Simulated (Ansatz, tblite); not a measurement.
**The cluster Li₂Al₄: one state, many levels**

Aim: run the singlet of the cluster Li₂Al₄ at one geometry on many levels, and compare frontier levels, spin and run time.

Computed with Ansatz 0.2.0, Gaussian basis. Level: as each input shows.

The runs, in order: GFN1-xTB, GFN2-xTB, PBE-D4/def2-TZVP, r2SCAN-D4/def2-TZVP, revPBE-D4/def2-TZVP, r2SCANh-D4/def2-TZVP, LC-ωPBE/def2-TZVP, B3LYP-D4/def2-TZVP, B97M-V/def2-TZVP, r2SCAN0-D4/def2-TZVP, CAM-B3LYP-D4/def2-TZVP, LC-ωPBE(0.10)/def2-TZVP, LC-ωPBE(0.15)/def2-TZVP, LC-ωPBE(0.20)/def2-TZVP, LC-ωPBE(0.30)/def2-TZVP, PBE-D4/def2-SVP, PBE0-D4/def2-SVP, HF/6-31G, B3LYP-D4/6-31G, PBE0-D4/def2-TZVPD, PBE-D4/def2-TZVPD, r2SCAN-D4/def2-TZVPD, CCSD(T)/def2-TZVPP, MP2/def2-TZVP, RPA/def2-TZVP.

2 further runs of the same task are left out: 1 that didn't finish, 1 set aside as unsound or not needed. Runs told in other sessions of the task aren't counted.

## 1. The geometry

The geometry is that of the singlet, from an earlier relaxation (r2SCAN-D4/def2-SVP). At that level it is the lowest of the isomers that a small search found.

6 atoms, charge 0, spin multiplicity 1.

Bond lengths: Li1–Al3 2.716 Å, Li1–Al5 2.706 Å, Li2–Al4 2.894 Å, Li2–Al6 2.893 Å, Al3–Al5 2.634 Å, Al3–Al6 2.507 Å, Al4–Al5 2.508 Å, Al4–Al6 2.549 Å. Angles: Al3–Li1–Al5 58.1°, Al4–Li2–Al6 52.3°, Li1–Al3–Al5 60.8°, Li1–Al3–Al6 149.7°, Al5–Al3–Al6 88.9°, Li2–Al4–Al5 67.6°, Li2–Al4–Al6 63.8°, Al5–Al4–Al6 90.9°, Li1–Al5–Al3 61.1°, Li1–Al5–Al4 150.2°, Al3–Al5–Al4 89.1°, Li2–Al6–Al3 67.7°, Li2–Al6–Al4 63.9°, Al3–Al6–Al4 91.1°.

PBE0-D4/def2-TZVP was run before; its log isn't repeated, and its numbers join the tables.

## 2. GFN1-xTB

Tight binding, by tblite at 300 K electronic temperature and without a spin-polarisation term:

```python
tblite.interface.Calculator('GFN1-xTB', numbers, positions, charge=0, uhf=0).singlepoint()
```

Energy -153.9860 eV, HOMO -8.01 eV, LUMO -7.55 eV; 0.015 s.

## 3. GFN2-xTB

Tight binding, by tblite at 300 K electronic temperature and without a spin-polarisation term:

```python
tblite.interface.Calculator('GFN2-xTB', numbers, positions, charge=0, uhf=0).singlepoint()
```

Energy -120.9172 eV, HOMO -6.25 eV, LUMO -5.83 eV; 0.027 s.

## 4. PBE-D4/def2-TZVP

start.molden holds the orbitals of an earlier run on this state, given as this run's starting guess.

Input file in.yaml:

```yaml
crystal:
  periodic: [false, false, false]
  atoms:
    - {symbol: Li, position_ang: [-2.789904, 1.279311, -0.037163]}
    - {symbol: Li, position_ang: [0.829465, -0.468530, 1.852301]}
    - {symbol: Al, position_ang: [-1.190709, -0.892730, -0.357326]}
    - {symbol: Al, position_ang: [2.153899, 0.448668, -0.551551]}
    - {symbol: Al, position_ang: [-0.100611, 1.502155, -0.241801]}
    - {symbol: Al, position_ang: [1.097851, -1.868874, -0.664461]}
basis:
  gaussian: {orbitals: def2-TZVP, initial_orbitals: start.molden}
hamiltonian: {xc: pbe, dispersion: d4}
scf: {omitted_lower_state_checks: [starts]}
output: {orbitals: {seedname: orbitals}}
```

Launch:

```bash
ansatz run in.yaml --threads 4 --pin off --events-out ev --progress --plain --max-ram 3916MiB
```

Further steps of the session: r2SCAN-D4/def2-TZVP; revPBE-D4/def2-TZVP; r2SCANh-D4/def2-TZVP; LC-ωPBE/def2-TZVP; B3LYP-D4/def2-TZVP; B97M-V/def2-TZVP; r2SCAN0-D4/def2-TZVP; CAM-B3LYP-D4/def2-TZVP; LC-ωPBE(0.10)/def2-TZVP; LC-ωPBE(0.15)/def2-TZVP; LC-ωPBE(0.20)/def2-TZVP; LC-ωPBE(0.30)/def2-TZVP; PBE-D4/def2-SVP; PBE0-D4/def2-SVP; HF/6-31G; B3LYP-D4/6-31G; PBE0-D4/def2-TZVPD; PBE-D4/def2-TZVPD; r2SCAN-D4/def2-TZVPD; CCSD(T)/def2-TZVPP; MP2/def2-TZVP; RPA/def2-TZVP.

Q: Predict the results of all the runs planned. Wanted: gap in def2-TZVP, named functionals, smallest and largest; gap over the ω; correlation energy, CCSD(T)/def2-TZVPP; correlation energy, MP2/def2-TZVP; binding an atom, functionals in def2-TZVP; PBE0 total energy, smallest basis above largest.

**Answer**, as computed:

```
                                                 quantity                                    value
gap in def2-TZVP, named functionals, smallest and largest      1.07 eV (PBE-D4), 5.60 eV (LC-ωPBE)
                                  gap over the ω (1/bohr)           3.66 eV at 0.1, 5.60 eV at 0.4
                   correlation energy, CCSD(T)/def2-TZVPP                                -13.02 eV
                        correlation energy, MP2/def2-TZVP                                -11.50 eV
                binding an atom, functionals in def2-TZVP  1.43 (CAM-B3LYP-D4) to 1.81 eV (B97M-V)
          PBE0 total energy, smallest basis above largest           9.59 eV (def2-SVP, def2-TZVPD)
```

Orbital gaps of the named functionals in def2-TZVP span 1.07 eV (PBE-D4) to 5.60 eV (LC-ωPBE); exact exchange widens it. Raising the ω (1/bohr) from 0.1 to 0.4 moves the HOMO by -1.10 eV and the LUMO by +0.84 eV. Notes on CCSD(T)/def2-TZVPP: large T1 diagnostic.
